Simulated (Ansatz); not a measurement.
# HF/3-21G run of Si2NH6F (SMILES F[SiH2]N[SiH3])

Aim: the energy change on altering one bond length of Si2NH6F at HF/3-21G, from 2 runs. 

The results are computed with Ansatz 0.2.0.

69 further runs of the same task are left out: 69 set aside as unsound or not needed.

## Step 1: The system as given

Si2NH6F has 10 atoms, charge 0, and is taken as a singlet. As SMILES, `F[SiH2]N[SiH3]`. Geometry: relaxed at PBE0-D4/def2-TZVP. This is one conformer, not always the lowest.

Bond lengths: F1–Si2 1.602 Å, Si2–N3 1.706 Å, N3–Si4 1.733 Å, Si2–H5 1.480 Å, Si2–H6 1.478 Å, N3–H7 1.011 Å, Si4–H8 1.487 Å, Si4–H9 1.487 Å, Si4–H10 1.483 Å. Some angles: F1–Si2–N3 112.6°, Si2–N3–Si4 128.2°, F1–Si2–H5 106.0°, F1–Si2–H6 106.5°, N3–Si2–H5 109.3°, N3–Si2–H6 108.9°, Si2–N3–H7 115.6°, Si4–N3–H7 115.9°, N3–Si4–H8 110.9°, N3–Si4–H9 112.0°.

## Step 2: The energy at HF/3-21G

Contents of run.yaml:

```yaml
crystal:
  periodic: [false, false, false]
  atoms:
    - symbol: F
      position_ang: [-1.561500, 0.994300, -1.776700]
    - symbol: Si
      position_ang: [-0.375000, 1.301800, -0.745900]
    - symbol: "N"
      position_ang: [0.514800, -0.094800, -0.335900]
    - symbol: Si
      position_ang: [0.194800, -1.236100, 0.928700]
    - symbol: H
      position_ang: [0.517200, 2.267200, -1.426700]
    - symbol: H
      position_ang: [-1.010100, 1.839400, 0.475900]
    - symbol: H
      position_ang: [1.264300, -0.336200, -0.970000]
    - symbol: H
      position_ang: [1.391500, -1.422100, 1.791600]
    - symbol: H
      position_ang: [-0.186300, -2.569800, 0.392000]
    - symbol: H
      position_ang: [-0.924400, -0.683300, 1.730300]
basis:
  gaussian: {orbitals: 3-21G.json}
magnetization: {spin_polarized: false}
hamiltonian: {xc: hf}
accuracy: high
output: {orbitals: {seedname: orbitals}}
```

The basis set 3-21G is read from a file made from the Basis Set Exchange's data (not shown).

Command:

```
$ ansatz run run.yaml --threads 1 --pin off --max-ram 3480MiB --events-out events.jsonl --progress --plain --runs-dir runs
```

Output:

```text
Warning: RAYON_NUM_THREADS=1 ignored (pool sized by the plan → 1); use --threads N
Functional definition: HF
  name "HF"
  exchange = exact_x
  correlation = 0
1329 factors; integrals over basis functions are off by at most 7.5e-9 eV
mean field evaluation 1: about -19900.5996 eV, gradient 3.4e1 eV
mean field evaluation 2: about -19900.9557 eV, gradient 3.4e1 eV
mean field evaluation 4: about -19903.2500 eV, gradient 1.8e0 eV
mean field evaluation 8: about -19903.2765 eV, gradient 1.6e-1 eV
mean field evaluation 16: about -19903.2766 eV, gradient 2.6e-8 eV
mean field -19903.27659538 eV, -731.4319239546 hartree, gradient 2.6e-8 eV, S^2 0.000000; 0 other end points of the search recorded, 0 dependent functions left out
reference -19903.27659538 eV, -731.4319239546 hartree; 25, 25 occupied and 31, 31 virtual orbitals, 1329 factors
Total energy: -19903.27659538 eV, -731.4319239546 hartree
```

It took 0.97 s on 1 thread of Intel Xeon Platinum 8488C (Sapphire Rapids), shared host; peak memory 0.14 GiB.

## Step 3: The distorted shape, same level

Contents of job.yaml:

```yaml
crystal:
  periodic: [false, false, false]
  atoms:
    - symbol: F
      position_ang: [-0.218453, 0.330936, -2.738625]
    - symbol: Si
      position_ang: [0.968047, 0.638436, -1.707825]
    - symbol: N
      position_ang: [1.857847, -0.758164, -1.297825]
    - symbol: Si
      position_ang: [1.537847, -1.899464, -0.033225]
    - symbol: H
      position_ang: [1.860247, 1.603836, -2.388625]
    - symbol: H
      position_ang: [0.332947, 1.176036, -0.486025]
    - symbol: H
      position_ang: [2.607347, -0.999564, -1.931925]
    - symbol: H
      position_ang: [2.734547, -2.085464, 0.829675]
    - symbol: H
      position_ang: [1.156747, -3.233164, -0.569925]
    - symbol: H
      position_ang: [-0.924400, -0.683300, 1.730300]
basis:
  gaussian: {orbitals: 3-21G.json}
total_charge: 0
hamiltonian: {xc: hf}
accuracy: high
output: {orbitals: {seedname: orbitals}}
```

The basis set 3-21G is read from a file made from the Basis Set Exchange's data (not shown).

Command:

```
$ ansatz run job.yaml --threads 1 --pin off --max-ram 3480MiB --events-out events.jsonl --progress --plain --runs-dir runs
```

Output:

```text
Warning: RAYON_NUM_THREADS=1 ignored (pool sized by the plan → 1); use --threads N
[... 4 set-up lines as earlier in the session ...]
1322 factors; integrals over basis functions are off by at most 7.3e-9 eV
mean field evaluation 1: about -19894.6990 eV, gradient 3.4e1 eV
mean field evaluation 2: about -19895.0319 eV, gradient 3.5e1 eV
mean field evaluation 4: about -19897.8621 eV, gradient 1.8e0 eV
mean field evaluation 8: about -19897.8926 eV, gradient 1.2e-1 eV
mean field evaluation 16: about -19897.8926 eV, gradient 3.0e-8 eV
mean field -19897.89262091 eV, -731.2340665424 hartree, gradient 3.0e-8 eV, S^2 0.000000; 0 other end points of the search recorded, 0 dependent functions left out
reference -19897.89262091 eV, -731.2340665424 hartree; 25, 25 occupied and 31, 31 virtual orbitals, 1322 factors
Total energy: -19897.89262091 eV, -731.2340665424 hartree
```

Run time: 0.83 s. Hardware: 1 thread of Intel Xeon Platinum 8488C (Sapphire Rapids), shared host; peak memory 0.14 GiB.

## Step 4: Results

At HF/3-21G:

| quantity | value |
| --- | --- |
| first shape: total energy | -731.43192 Eh |
| first shape: HOMO energy | -11.17 eV |
| first shape: LUMO energy | 4.30 eV |
| first shape: HOMO–LUMO gap | 15.47 eV |
| distorted shape: total energy | -731.23407 Eh |
| distorted shape: HOMO energy | -7.97 eV |
| distorted shape: LUMO energy | -0.78 eV |
| distorted shape: HOMO–LUMO gap | 7.19 eV |
| energy change with the Si4–H10 bond stretched from 1.483 to 3.264 Å | 5.384 eV |

What this shows: One bond (distorted shape) is far stretched, which a spin-restricted single reference describes badly; a broken-symmetry solution may lie lower. With the Si4–H10 bond stretched from 1.483 to 3.264 Å the energy rises by 5.38 eV (124 kcal/mol). The first shape isn't relaxed at this level, so the change isn't measured from a minimum. A restricted reference can't describe the breaking bond well at this length.
